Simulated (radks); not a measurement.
**Ti⁴⁺ in [Ar]: an all-electron calculation**

One table from this session's results is given with a row withheld; the runs are named, their logs left out.

Method: Dirac Kohn-Sham, XLYP, spin-unpolarised, spherical densities, point nucleus. Code: radks (a radial shooting solver on a logarithmic mesh, Libxc functionals) version 1.

### The system

```
element       : titanium (Z = 22)
charge        : +4
electrons     : 18
configuration : [Ar]
```

The outer shells:

Ti⁴⁺
```
[Ne] core
3s [↑↓]
3p [↑↓][↑↓][↑↓]
```

The first run:

The run's settings:

```text
Z 22
configuration [Ar]
relativity Dirac
functional xlyp
spin unpolarised
j_filling energy
nucleus point
c 137.035999084
```

Started as:

```
python run_ks.py task.json out
```

The same process makes all the runs of this session.

Steps of the session up to this table: Self-consistent calculation.

One table of the session follows, with a row left open; its other results are not shown here.

Sizes of the orbitals, from the radial functions (bohr):

| level | <r> | outermost maximum (interpolated) | 90 % within | nodes |
| --- | --- | --- | --- | --- |
| 1s1/2 | 0.06958 | 0.0455 | 0.124 | 0 |
| 2s1/2 | 0.3248 | 0.269 | 0.505 | 1 |
| 2p1/2 | 0.2880 | 0.218 | 0.474 | 0 |
| 2p3/2 | 0.2907 | 0.220 | 0.478 | 0 |
| 3s1/2 | ? | ? | ? | ? |
| 3p1/2 | 1.023 | 0.876 | 1.56 | 1 |
| 3p3/2 | 1.030 | 0.882 | 1.57 | 1 |

Q: Estimate the row for 3s1/2 from the others.

As computed: <r>: 0.9748; outermost maximum (interpolated): 0.857; 90 % within: 1.45; nodes: 2. In the column «<r>» it lies between 2s1/2 (0.3248) and 3p1/2 (1.023).
